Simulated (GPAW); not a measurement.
Mg3TiO4: band structure with PBE

The system is Mg3TiO4.

```
CELL_PARAMETERS angstrom
4.31366 0.00000 0.00000
0.00000 4.31366 0.00000
0.00000 0.00000 4.31366
ATOMIC_POSITIONS crystal
Ti 0.00000 0.00000 0.00000
Mg 0.50000 0.50000 0.00000
Mg 0.50000 0.00000 0.50000
Mg 0.00000 0.50000 0.50000
O 0.00000 0.50000 0.00000
O 0.00000 0.00000 0.50000
O 0.50000 0.50000 0.50000
O 0.50000 0.00000 0.00000
```

The cell comes from a database or a generator and needn't be the stable form of this composition.

- Program: GPAW 26.7.0
- Task: band structure
- Functional: PBE
- Potentials or basis: GPAW PAW data sets (gpaw-data 1.2.1)
- Cutoff: 800 eV
- Basis: pw
- k mesh: 5 × 5 × 5
- Occupations: fermi-dirac, width 0.05 eV
- Spin: no spin polarisation
- Maxiter: 150
- Band path: GXMGRX,MR
- Band points: 60

```yaml
Pressure: -2.9 GPa
Band_gap_along_the_path: none (metal or under the smearing width)
```

Levels at the corners of the path, in eV from the Fermi level:
| point | band 30 | band 31 | band 32 | band 33 | band 34 | band 35 |
| --- | --- | --- | --- | --- | --- | --- |
| Γ | -5.22 | -5.22 | -5.22 | -0.88 | -0.88 | -0.88 |
| X | -5.89 | -5.80 | -5.80 | -0.71 | 0.44 | 0.44 |
| M | -5.88 | -5.71 | -5.71 | 0.47 | 0.47 | 1.11 |
| Γ | -5.22 | -5.22 | -5.22 | -0.88 | -0.88 | -0.88 |
| R | -5.77 | -5.77 | -5.77 | 1.16 | 1.16 | 1.16 |
| X | -5.89 | -5.80 | -5.80 | -0.71 | 0.44 | 0.44 |
| M | -5.88 | -5.71 | -5.71 | 0.47 | 0.47 | 1.11 |
| R | -5.77 | -5.77 | -5.77 | 1.16 | 1.16 | 1.16 |

Wall time 4.7 min on 1 thread of Arm Neoverse V1, on a shared host, peak memory 0.69 GiB.

Caveat: semilocal functionals often make such compounds metallic where correlation or magnetic order opens a gap, which also shifts bond lengths.
